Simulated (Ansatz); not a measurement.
# AlIn3: the cost of one run

Program: Ansatz 0.2.0. Level of theory: DFT PBE, scalar-relativistic, plane waves, PAW. These are calculated values, not measurements.

### 1 The system as given

The structure is hexagonal, space group P6/mmm (No. 191). The conventional cell has a = 4.792 Å, b = 4.792 Å, c = 5.507 Å, α = 90.00°, β = 90.00°, γ = 120.00°. Al (site symmetry 6/mmm) has 12 In at 3.65 Å as nearest neighbours. Around In (site symmetry mmm) lie 4 In at 2.40 Å.

As a file:

```
CELL_PARAMETERS angstrom
4.79238 0.00000 0.00000
-2.39619 4.15032 0.00000
0.00000 0.00000 5.50680
ATOMIC_POSITIONS crystal
Al 0.00000 0.00000 0.00000
In 0.50000 0.00000 0.50000
In 0.00000 0.50000 0.50000
In 0.50000 0.50000 0.50000
```

A structure generator made this guess: random cell by space group and Wyckoff sites (P6/mmm, No. 191). The dimensions are guesses.

### 2 Probe: one point on a coarse mesh

File input.yaml:

```yaml
crystal:
  lattice:
    - [4.79238106, 0.0, 0.0]
    - [-2.39619053, 4.15032374, 0.0]
    - [0.0, 0.0, 5.50679644]
  atoms:
    - { symbol: Al, position: [0.0, 0.0, 0.0] }
    - { symbol: In, position: [0.5, 0.0, 0.5] }
    - { symbol: In, position: [0.0, 0.5, 0.5] }
    - { symbol: In, position: [0.5, 0.5, 0.5] }
basis:
  ecutwfc: 420
kpoints:
  mp_grid: { grid: [6, 6, 4] }
hamiltonian:
  xc: pbe
scf:
  occupations: { method: gaussian, width: 0.1 }
  lower_state_search: "off"
output:
  forces: true
  stress: true
  eigenvalues: true
```

Started as:

```
ansatz run input.yaml --threads 1 --pin off --max-ram 2560MiB --backend cpu --events-out ev --progress --plain --runs-dir out
```

What time and memory should one allow on 1 thread of Intel Xeon 6975P-C (Granite Rapids), shared host?

About 2 s, with a peak of 0.4 GiB.
